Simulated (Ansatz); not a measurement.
# Os: the cost of one run

Program: Ansatz 0.2.0. Level of theory: DFT PBEsol, scalar-relativistic, plane waves, PAW. These are calculated values, not measurements.

**1. Starting point**

It takes space group Fm-3m (No. 225, cubic). Conventional cell: a = 3.890 Å, b = 3.890 Å, c = 3.890 Å, α = 90.00°, β = 90.00°, γ = 90.00°. Os (site symmetry m-3m) has 12 Os at 2.75 Å in its first shell of neighbours.

Coordinates:

```cif
data_structure
_symmetry_space_group_name_H-M 'Fm-3m'
_symmetry_Int_Tables_number 225
_cell_length_a 3.8900
_cell_length_b 3.8900
_cell_length_c 3.8900
_cell_angle_alpha 90.000
_cell_angle_beta 90.000
_cell_angle_gamma 90.000
_cell_volume 58.86
loop_
_atom_site_label
_atom_site_type_symbol
_atom_site_symmetry_multiplicity
_atom_site_Wyckoff_symbol
_atom_site_fract_x
_atom_site_fract_y
_atom_site_fract_z
_atom_site_occupancy
Os1 Os 4 a 0.00000 0.00000 0.00000 1
```

No relaxation comes first: the listed cell is the starting point.

**2. Zero of energy**

The reference gives a free energy of -11250.8677 eV, pressure -20.08 GPa, largest force 0.000 eV/Å and gap on the mesh none (metal). It was computed beforehand with the settings of the runs below.

**3. Setting up a strain scan**

The cell is strained by ε times the Voigt pattern (1, 0, 0, 0, 0, 0) (xx, yy, zz, yz, xz, xy; engineering shear), with fractional coordinates fixed (clamped ions). The stress on the pattern is the sum of the stress components weighted by it, tension positive.

**4. ε = -0.1000**

Contents of input.yaml:

```yaml
crystal:
  lattice:
    - [0.0, 1.945, 1.945]
    - [1.7505, 0.0, 1.945]
    - [1.7505, 1.945, 0.0]
  atoms:
    - { symbol: Os, position: [0.0, 0.0, 0.0] }
basis:
  ecutwfc: 420
kpoints:
  mp_grid: { grid: [20, 20, 20] }
hamiltonian:
  xc: pbesol
scf:
  occupations: { method: gaussian, width: 0.15 }
output:
  forces: true
  stress: true
  eigenvalues: true
```

On the command line:

```
> ansatz run input.yaml --threads 1 --pin off --max-ram 2560MiB --backend cpu --events-out ev --progress --plain --runs-dir out
```

What time and memory should one allow on 1 thread of Arm Neoverse N1, shared host?

About 9.8 s, with a peak of 0.37 GiB.
